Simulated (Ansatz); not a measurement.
**MgTl: pressure against volume**

One table from this session's results is given with a row withheld; the runs are named, their logs left out.

Computed with Ansatz 0.2.0 (DFT LDA, scalar-relativistic, unless a step's input says otherwise).

**The starting structure**

The structure is cubic, space group Pm-3m (No. 221). The conventional cell has a = 3.635 Å, b = 3.635 Å, c = 3.635 Å, α = 90.00°, β = 90.00°, γ = 90.00°. Mg (site symmetry m-3m) is surrounded by 8 Tl at 3.15 Å. Around Tl (site symmetry m-3m) lie 8 Mg at 3.15 Å.

Coordinates:

```cif
data_structure
_symmetry_space_group_name_H-M 'Pm-3m'
_symmetry_Int_Tables_number 221
_cell_length_a 3.6350
_cell_length_b 3.6350
_cell_length_c 3.6350
_cell_angle_alpha 90.000
_cell_angle_beta 90.000
_cell_angle_gamma 90.000
_cell_volume 48.03
loop_
_atom_site_label
_atom_site_type_symbol
_atom_site_symmetry_multiplicity
_atom_site_Wyckoff_symbol
_atom_site_fract_x
_atom_site_fract_y
_atom_site_fract_z
_atom_site_occupancy
Mg1 Mg 1 a 0.00000 0.00000 0.00000 1
Tl1 Tl 1 b 0.50000 0.50000 0.50000 1
```

The file gives the conventional cell by its symmetry; the runs use the cell typed in the input.

Atoms are numbered in the order of the input: Mg1, Tl2.

Set-up of the first run:

input.yaml

```yaml
crystal:
  lattice:
    - [3.5858723561, 0.0, 0.0]
    - [0.0, 3.5858723561, 0.0]
    - [0.0, 0.0, 3.5858723561]
  atoms:
    - { symbol: Mg, position: [0.0, 0.0, 0.0] }
    - { symbol: Tl, position: [0.5, 0.5, 0.5] }
kpoints:
  mp_grid: { grid: [9, 9, 9] }
  band_path:
    path:
      - [0.0, 0.0, 0.0]
      - [0.0, 0.5, 0.0]
      - [0.5, 0.5, 0.0]
      - [0.0, 0.0, 0.0]
      - [0.5, 0.5, 0.5]
      - [0.0, 0.5, 0.0]
      - [0.5, 0.5, 0.5]
      - [0.5, 0.5, 0.0]
    npoints: 5
scf:
  occupations: { method: fermi_dirac, width: 0.05 }
hamiltonian:
  xc: lda
  pseudopotentials: { kind: all_electron, lapw: { basis_error: 0.0005 } }
output:
  forces: true
  stress: true
  eigenvalues: true
```

The run is started by

```console
> ansatz run input.yaml --threads 1 --pin off --max-ram 3072MiB --backend cpu --events-out ev --progress --plain --runs-dir out
```

Among the steps run: Volume × 0.96, LAPW; Volume × 0.96, PAW; Volume × 0.96, crystal datasets; Volume × 0.99, LAPW; Volume × 0.99, PAW; Volume × 0.99, crystal datasets; Volume × 1.02, LAPW; Volume × 1.02, PAW; Volume × 1.02, crystal datasets; Volume × 1.06, LAPW; Volume × 1.06, PAW; Volume × 1.06, crystal datasets.

One table of the session follows, with a row left open; its other results are not shown here.

```
          method  volume (Å³/atom)  pressure (GPa)
            LAPW            23.054           -0.86
            LAPW            23.775           -2.06
            LAPW            24.495           -3.06
            LAPW            25.456           -4.13
             PAW            23.054               ?
             PAW            23.775           -2.07
             PAW            24.495           -3.08
             PAW            25.456           -4.15
crystal datasets            23.054           -0.86
crystal datasets            23.775           -2.06
crystal datasets            24.495           -3.06
crystal datasets            25.456           -4.13
```

Q: Estimate the row for PAW, 23.054 from the others.

As computed: pressure (GPa): -0.87. In the column «pressure (GPa)» it lies between crystal datasets, 23.775 (-2.06) and LAPW, 23.054 (-0.86).

Caveats from the session: Warnings in the runs' records: gradients without spin orbit, crystal datasets made.
